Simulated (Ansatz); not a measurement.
# C4H5F3S: up Jacob's ladder to CCSD(T)

Aim: compute C4H5F3S with functionals from several rungs and with coupled cluster. The yardstick is the atomisation energy at the CCSD(T) limit.

Program: Ansatz 0.2.0, Gaussian basis. Level of theory: functionals in def2-TZVPP, the program's frozen cores in correlated methods. These are calculated values, not measurements.

The runs, in order: PBE-D4, r2SCAN-D4, PBE0-D4, B3LYP-D4, ωB97X-V, ωB97M-V, B2PLYP; CCSD(T)/def2-TZVPP; MP2/def2-QZVPP; extrapolation to the limit.

## 1. The geometry

All runs share one geometry, relaxed beforehand with PBE0-D4 in a triple-zeta def2 set.

SMILES `C=CCSC(F)(F)F`, 13 atoms, charge 0, spin multiplicity 1.

Atoms are counted from 1 here; the program's logs count them from 0.

Bond lengths: C1–C2 1.324 Å, C1–H9 1.085 Å, C1–H10 1.083 Å, C2–C3 1.487 Å, C2–H11 1.087 Å, C3–S4 1.817 Å, C3–H12 1.095 Å, C3–H13 1.091 Å, S4–C5 1.802 Å, C5–F6 1.333 Å, C5–F7 1.337 Å, C5–F8 1.334 Å. Angles: C2–C1–H9 121.5°, C2–C1–H10 121.4°, H9–C1–H10 117.1°, C1–C2–C3 123.5°, C1–C2–H11 120.3°, C3–C2–H11 116.2°, C2–C3–S4 114.5°, C2–C3–H12 111.0°, C2–C3–H13 112.0°, S4–C3–H12 102.0°, S4–C3–H13 109.0°, H12–C3–H13 107.7°, C3–S4–C5 100.2°, S4–C5–F6 113.8°, S4–C5–F7 112.6°, S4–C5–F8 107.7°, F6–C5–F7 106.8°, F6–C5–F8 107.5° and more.

As a file:

| atom | x (Å) | y (Å) | z (Å) |
| --- | --- | --- | --- |
| C1 | -0.98660 | 1.67826 | -0.44852 |
| C2 | -0.90996 | 0.42476 | -0.86940 |
| C3 | -0.96235 | -0.75021 | 0.04053 |
| S4 | 0.47907 | -1.85140 | -0.06550 |
| C5 | 1.75636 | -0.76836 | 0.60074 |
| F6 | 2.14246 | 0.19002 | -0.24219 |
| F7 | 1.37762 | -0.16088 | 1.72959 |
| F8 | 2.82479 | -1.51937 | 0.87107 |
| H9 | -1.08063 | 1.91706 | 0.60608 |
| H10 | -0.95353 | 2.50985 | -1.14192 |
| H11 | -0.79680 | 0.20715 | -1.92805 |
| H12 | -1.78219 | -1.42230 | -0.23254 |
| H13 | -1.10822 | -0.45458 | 1.08012 |

## 2. PBE-D4 (GGA)

Contents of in.yaml:

```yaml
crystal:
  periodic: [false, false, false]
  atoms:
    - {symbol: C, position_ang: [-0.986605, 1.678258, -0.448519]}
    - {symbol: C, position_ang: [-0.909957, 0.424758, -0.869405]}
    - {symbol: C, position_ang: [-0.962354, -0.750209, 0.040533]}
    - {symbol: S, position_ang: [0.479073, -1.851399, -0.065501]}
    - {symbol: C, position_ang: [1.756355, -0.768358, 0.600736]}
    - {symbol: F, position_ang: [2.142456, 0.190019, -0.242185]}
    - {symbol: F, position_ang: [1.377619, -0.160877, 1.729590]}
    - {symbol: F, position_ang: [2.824795, -1.519373, 0.871069]}
    - {symbol: H, position_ang: [-1.080630, 1.917064, 0.606085]}
    - {symbol: H, position_ang: [-0.953533, 2.509853, -1.141917]}
    - {symbol: H, position_ang: [-0.796795, 0.207146, -1.928051]}
    - {symbol: H, position_ang: [-1.782190, -1.422299, -0.232541]}
    - {symbol: H, position_ang: [-1.108223, -0.454582, 1.080116]}
basis:
  gaussian: {orbitals: def2-TZVPP}
hamiltonian: {xc: pbe, dispersion: d4}
output: {forces: true, orbitals: {seedname: orbitals}}
```

On the command line:

```console
$ ansatz run in.yaml --threads 2 --pin off --events-out ev --progress --plain --max-ram 32768MiB --backend cuda --devices 0, --max-vram 18GiB
```

The runs that follow: r2SCAN-D4 (meta-GGA); PBE0-D4 (hybrid); B3LYP-D4 (hybrid); ωB97X-V (range-separated); ωB97M-V (range-separated); B2PLYP (double hybrid); CCSD(T) in def2-TZVPP; MP2 in def2-QZVPP.

Q: Predict the results of all the runs planned. Wanted: atomisation energy, CCSD(T)/CBS; farthest; mean size of error, hybrid; mean size of error, range-separated; gap, smallest and largest; T1 diagnostic; triples share of the correlation energy.

**Answer**, as computed:

| quantity | value |
| --- | --- |
| atomisation energy, CCSD(T)/CBS | 54.155 eV |
| functionals within 0.271 eV (0.5 %) | B3LYP-D4, ωB97X-V |
| farthest | PBE-D4 (+2.210 eV) |
| mean size of error, hybrid | 0.366 eV |
| mean size of error, range-separated | 0.317 eV |
| gap, smallest and largest | 4.80 eV (PBE-D4), 11.74 eV (ωB97X-V) |
| T1 diagnostic | 0.0120 |
| triples share of the correlation energy | 3.8 % |

What this shows: PBE-D4 is off by +2.210 eV. Double hybrids carry the basis error of their MP2 part in triple zeta, and no dispersion term here, so their miss is partly the set-up's. The reference freezes the cores and leaves out relativity and excitations past (T), so misses under about 0.271 eV can't be ranked. Hartree-Fock recovers 71 % of the binding; the rest is correlation. Orbital gaps span 4.8 to 11.7 eV; exact exchange widens them.
